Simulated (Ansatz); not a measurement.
# LaTlO2: the cost of one run

Method: reference: DFT, PBEsol, plane waves, PAW, in Ansatz 0.2.0.

3 further runs of the same task are left out: 3 that didn't finish.

## 1. The starting structure

It takes space group P4/mmm (No. 123, tetragonal). The conventional cell has a = 3.781 Å, b = 3.781 Å, c = 5.031 Å, α = 90.00°, β = 90.00°, γ = 90.00°. Tl (site symmetry 4/mmm) is surrounded by 6 O at 2.52 to 2.67 Å. O (site symmetry 4/mmm) is surrounded by 2 Tl at 2.52 Å and 4 La at 2.67 Å. La (site symmetry 4/mmm) is surrounded by 6 O at 2.52 to 2.67 Å. O (site symmetry 4/mmm) has 2 La at 2.52 Å and 4 Tl at 2.67 Å as nearest neighbours.

Coordinates:

```xyz
4
Lattice="3.7807 0.0000 0.0000 0.0000 3.7807 0.0000 0.0000 0.0000 5.0309" Properties=species:S:1:pos:R:3 pbc="T T T"
Tl    0.0000    0.0000    0.0000
O     0.0000    0.0000    2.5154
La    1.8904    1.8904    2.5154
O     1.8904    1.8904    0.0000
```

## 2. Baseline

Input file input.yaml:

```yaml
crystal:
  lattice:
    - [3.7807354243, 0.0, 0.0]
    - [0.0, 3.7807354243, 0.0]
    - [0.0, 0.0, 5.0308832628]
  atoms:
    - { symbol: Tl, position: [0.0, 0.0, 0.0] }
    - { symbol: O, position: [0.0, 0.0, 0.5] }
    - { symbol: La, position: [0.5, 0.5, 0.5] }
    - { symbol: O, position: [0.5, 0.5, 0.0] }
kpoints:
  mp_grid: { grid: [6, 6, 4] }
hamiltonian:
  xc: pbesol
scf:
  occupations: { method: fermi_dirac, width: 0.02 }
  n_extra_bands: 5
output:
  forces: true
  stress: true
  eigenvalues: true
```

Started as:

```
> ansatz run input.yaml --threads 4 --pin off --max-ram 3686MiB --backend cpu --events-out ev --progress --plain --runs-dir out
```

What time and memory should one allow on 4 threads of Intel Xeon Platinum 8488C (Sapphire Rapids), shared host?

About 1.8 s, with a peak of 0.51 GiB.
